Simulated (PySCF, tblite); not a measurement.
# C₄H₇NOSi: geometry, infrared bands and NMR shifts

What infrared bands and NMR shifts should C₄H₇NOSi (`C[Si@@H]1OC[C@H]1C#N`) show?

The runs use tblite 0.8.0 and PySCF 2.14.0, with density-fitted response routines of our own; the level of theory stands in each step. All values are computed, except where a source is named. Atoms are numbered from 0 throughout.

## Step 1: Starting geometry

14 atoms, charge 0, multiplicity 1; geometry from: force field or distance geometry start.

Bonds of the start (Å): C0–Si1 1.83, Si1–O2 1.66, O2–C3 1.47, C3–C4 1.54, C4–C5 1.43, C5–N6 1.16, C4–Si1 1.84, C0–H7 1.09, C0–H8 1.09, C0–H9 1.10, Si1–H10 1.49, C3–H11 1.11, C3–H12 1.09, C4–H13 1.11.

## Step 2: Optimising the geometry with GFN2-xTB

The job: settings as JSON, then the geometry in Å.

```
{"job": {"kind": "relax", "xc": "GFN2-xTB", "basis": "xTB"}, "charge": 0, "multiplicity": 1}
C      2.105000     0.626600    -0.153800
Si     0.604300    -0.144700     0.551100
O      0.234300    -1.663500    -0.019800
C     -1.166100    -1.289300    -0.282600
C     -0.941600     0.234900    -0.380500
C     -1.875500     1.058900     0.323300
N     -2.628900     1.736400     0.884000
H      2.120700     0.550100    -1.239900
H      3.017800     0.160900     0.224700
H      2.144400     1.693900     0.096400
H      0.497700    -0.121700     2.037500
H     -1.826100    -1.643000     0.542600
H     -1.539200    -1.762800    -1.186800
H     -0.747400     0.562700    -1.418400
```

The run is started by

```console
$ OMP_NUM_THREADS=1 python probes_run.py task.json out
```

This one command runs all jobs of the session in turn.

**Question.** This job is followed by: GFN2-xTB harmonic vibrations, gas phase; GIAO PBE0/pcSseg-1 NMR shielding, non-relativistic, gas phase. Predict these results of the whole session: strongest single infrared mode (GFN2-xTB); zero-point energy (GFN2-xTB); ¹³C shifts against TMS (PBE0/pcSseg-1); ¹H shifts against TMS (PBE0/pcSseg-1, means over atoms taken as alike); ²⁹Si shifts against TMS (PBE0/pcSseg-1); ¹⁷O shifts against H2O (PBE0/pcSseg-1); ¹⁵N shifts against NH3 (PBE0/pcSseg-1).

**Answer**, as computed:

```
                                                              quantity                             value
                             strongest single infrared mode (GFN2-xTB)             2389 cm⁻¹, 348 km/mol
                                          zero-point energy (GFN2-xTB)                     64.2 kcal/mol
                                ¹³C shifts against TMS (PBE0/pcSseg-1)        123.6, 73.3, 20.7, 3.7 ppm
¹H shifts against TMS (PBE0/pcSseg-1, means over atoms taken as alike)  5.92, 4.95, 4.95, 2.84, 0.56 ppm
                               ²⁹Si shifts against TMS (PBE0/pcSseg-1)                          35.2 ppm
                                ¹⁷O shifts against H2O (PBE0/pcSseg-1)                          59.3 ppm
                                ¹⁵N shifts against NH3 (PBE0/pcSseg-1)                         301.9 ppm
```

Relaxing lowered the energy by 0.351 eV in 59 steps; the close pair that moved most is Si1–C4, from 1.844 to 1.939 Å. No mode is imaginary among the 36: a minimum at this level. The strongest single mode, at 2389 cm⁻¹, moves mainly C5 and N6. Unscaled tight-binding wavenumbers are off by several per cent, some by more. Its intensities can rank the bands wrongly. C5 (nitrile carbon) lies farthest downfield among carbon, at 123.6 ppm; C≡N carbons fall here, among the sp2 signals but without a proton. At PBE0/pcSseg-1: The largest span, 468 ppm, is at N6, where the paramagnetic term is -375 ppm.
